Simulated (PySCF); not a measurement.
# I³⁺ (triplet) with other numerical set-ups

The method stays; parts of the set-up, such as the basis or the Hamiltonian, are changed.

The runs use PySCF 2.14.0; each script names its method and basis.

2 further runs of the same task are left out: 2 that didn't finish.

## Step 1: The atom

I³⁺ (triplet): 1 atom, charge 3, spin multiplicity 3.

## Step 2: The base run

input.py

```python
from pyscf import gto, scf, mp

mol = gto.M(
    atom='I 0 0 0',
    basis='def2-svpd',
    ecp={'I': 'def2-svpd'},
    charge=3,
    spin=2,
    symmetry=True,
    verbose=3,
)
mf = scf.UHF(mol)
mf.kernel()
mp.MP2(mf, frozen=4).kernel()
mf.dip_moment()
print('orbital energies (hartree):', [e[max(0, n-3):n+3].round(4) for e, n in zip(mf.mo_energy, mol.nelec)])
```

The run is started by

```
OMP_NUM_THREADS=1 python input.py
```

Its log is not repeated here.

Base result: E(SCF) = -294.549704 Eh, E(MP2) − E(SCF) = -0.05381 Eh, ⟨S²⟩ = 2.001.

The triplet is typed in the script; nothing here shows that it is the ground state.

## Step 3: Sbkjc

Variant 1 changes basis set: def2-svpd → sbkjc; frozen orbitals: 4 → none. The core potential changes with it: totals don't compare.

input.py

```python
from pyscf import gto, scf, mp

mol = gto.M(
    atom='I 0 0 0',
    basis='sbkjc',
    ecp={'I': 'sbkjc'},
    charge=3,
    spin=2,
    symmetry=True,
    verbose=3,
)
mf = scf.UHF(mol)
mf.kernel()
mp.MP2(mf).kernel()
mf.dip_moment()
print('orbital energies (hartree):', [e[max(0, n-3):n+3].round(4) for e, n in zip(mf.mo_energy, mol.nelec)])
```

The run is started by

```
OMP_NUM_THREADS=1 python input.py
```

## Step 4: 6-311g** (core potential off)

Variant 2 changes basis set: def2-svpd → 6-311g**; core potential: on → off; frozen orbitals: 4 → 18. The core potential changes with it: totals don't compare.

input.py: that of step 2 with these lines changed.

```diff
@@ -4,4 +4,3 @@
     atom='I 0 0 0',
-    basis='def2-svpd',
-    ecp={'I': 'def2-svpd'},
+    basis='6-311g**',
     charge=3,
@@ -13,3 +12,3 @@
 mf.kernel()
-mp.MP2(mf, frozen=4).kernel()
+mp.MP2(mf, frozen=18).kernel()
 mf.dip_moment()
```

## Step 5: Core potential off

Variant 3 changes core potential: on → off. The core potential changes with it: totals don't compare.

input.py: that of step 2 with these lines changed.

```diff
@@ -5,3 +5,2 @@
     basis='def2-svpd',
-    ecp={'I': 'def2-svpd'},
     charge=3,
```

## Step 6: Jorge-dzp (core potential off)

Variant 4 changes basis set: def2-svpd → jorge-dzp; core potential: on → off; frozen orbitals: 4 → 18. The core potential changes with it: totals don't compare.

input.py: that of step 2 with these lines changed.

```diff
@@ -4,4 +4,3 @@
     atom='I 0 0 0',
-    basis='def2-svpd',
-    ecp={'I': 'def2-svpd'},
+    basis='jorge-dzp',
     charge=3,
@@ -13,3 +12,3 @@
 mf.kernel()
-mp.MP2(mf, frozen=4).kernel()
+mp.MP2(mf, frozen=18).kernel()
 mf.dip_moment()
```

## Step 7: Cartesian functions on

Variant 5 changes Cartesian functions: off → on.

input.py: that of step 2 with these lines changed.

```diff
@@ -9,2 +9,3 @@
     symmetry=True,
+    cart=True,
     verbose=3,
```

Q: Predict the outcome of this session. Wanted: for each run, E(SCF); from base; gap, α spin; after the SCF.

The runs gave:

| run | E(SCF) (hartree) | from base (eV) | gap, α spin (eV) | functions | after the SCF |
| --- | --- | --- | --- | --- | --- |
| base | -294.549704 | 0 | n/a | 35 | MP2 correlation -1.464 eV, core frozen |
| sbkjc | -9.075545 | not comparable | n/a | 8 | MP2 correlation -0.213 eV |
| 6-311g** (core potential off) | -6914.717663 | not comparable | 10.05 | 62 | MP2 correlation -3.698 eV, core frozen |
| core potential off (poor choice) | -1996.995634 | not comparable | 17.22 | 35 | MP2 correlation -0.469 eV, core frozen |
| jorge-dzp (core potential off) | -6909.880314 | not comparable | 9.35 | 48 | MP2 correlation -9.826 eV, core frozen |
| Cartesian functions on | -294.553462 | -0.1023 | n/a | n/a | MP2 correlation -1.521 eV, core frozen |

Rows marked «poor choice» come from settings spoiled on purpose.
